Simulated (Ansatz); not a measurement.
This script for the Python package of Ansatz (0.2.0) starts 2 runs on CH8GeSi2, SMILES [SiH3][GeH]1[CH2][SiH2]1. What input does the engine get in each?

`spin_ch8gesi2.py`:
```python
"""Vertical spin-state energies of CH8GeSi2."""

import ansatz

BASIS_SET = "cc-pVDZ"
XC = "r2scan0"

mol = (
    ansatz.Crystal.molecule()
    .atom("Si", [-1.7597, 0.9394, 0.5549])
    .atom("Ge", [0.2832, 0.7994, -0.42])
    .atom("C", [1.2629, -0.5673, 0.4814])
    .atom("Si", [0.9562, -1.3839, -1.082])
    .atom("H", [-2.591, 1.99, -0.1957])
    .atom("H", [-1.6649, 1.396, 1.9505])
    .atom("H", [-2.4632, -0.3139, 0.47])
    .atom("H", [1.2432, 2.0466, -0.6579])
    .atom("H", [0.7746, -0.9737, 1.4189])
    .atom("H", [2.3746, -0.3237, 0.6266])
    .atom("H", [-0.291, -2.2932, -1.0228])
    .atom("H", [1.9522, -1.3709, -2.0899])
)

calculation = (
    mol.calculation()
    .basis(gaussian=BASIS_SET)
    .functional(XC)
    .accuracy("medium")
)
found = {}
for unpaired in [0, 2]:
    rep = calculation.spin("collinear", total=unpaired).run(threads=1, backend="cpu").report
    s = unpaired / 2
    found[unpaired] = rep["free_energy_ev"]
    print(f"2S+1 = {unpaired + 1}: E = {found[unpaired]:.5f} eV, <S^2> = {abs(rep['mean_field']['state']['spin_squared']):.3f} (pure state {s * (s + 1):.2f})")
lowest = min(found, key=found.get)
for unpaired, e in found.items():
    print(f"multiplicity {unpaired + 1}: {96.485332 * (e - found[lowest]):.1f} kJ/mol above the lowest")
```

Run 1:
```yaml
crystal:
  periodic: [false, false, false]
  atoms:
    - { symbol: Si, position_ang: [-1.7597, 0.9394, 0.5549] }
    - { symbol: Ge, position_ang: [0.2832, 0.7994, -0.42] }
    - { symbol: C, position_ang: [1.2629, -0.5673, 0.4814] }
    - { symbol: Si, position_ang: [0.9562, -1.3839, -1.082] }
    - { symbol: H, position_ang: [-2.591, 1.99, -0.1957] }
    - { symbol: H, position_ang: [-1.6649, 1.396, 1.9505] }
    - { symbol: H, position_ang: [-2.4632, -0.3139, 0.47] }
    - { symbol: H, position_ang: [1.2432, 2.0466, -0.6579] }
    - { symbol: H, position_ang: [0.7746, -0.9737, 1.4189] }
    - { symbol: H, position_ang: [2.3746, -0.3237, 0.6266] }
    - { symbol: H, position_ang: [-0.291, -2.2932, -1.0228] }
    - { symbol: H, position_ang: [1.9522, -1.3709, -2.0899] }
accuracy: medium
basis:
  gaussian:
    orbitals: cc-pVDZ
hamiltonian:
  xc: r2scan0
magnetization:
  spin_polarized: true
  initial_magnetization: 0.0
```

Run 2, against run 1:
```diff
-  initial_magnetization: 0.0
+  initial_magnetization: 2.0
```

Running `python spin_ch8gesi2.py` prints:
```text
2S+1 = 1: E = -73434.95086 eV, <S^2> = 0.000 (pure state 0.00)
2S+1 = 3: E = -73431.78127 eV, <S^2> = 2.012 (pure state 2.00)
multiplicity 1: 0.0 kJ/mol above the lowest
multiplicity 3: 305.8 kJ/mol above the lowest
```

In order: multiplicity 1 (+0.00 eV) and multiplicity 3 (+3.17 eV), all at the one geometry.

What to keep in mind:
- The settings weren't tested for convergence.
- The geometry is a force-field or estimated start, not a minimum of this method, and the basis set is short of its limit. All parts are taken at fixed geometry, without zero-point energy.
- Wall time of the script: 23 s on 1 thread of Intel(R) Xeon(R) 6975P-C (Granite Rapids), on a shared host, peak memory 0.55 GiB.
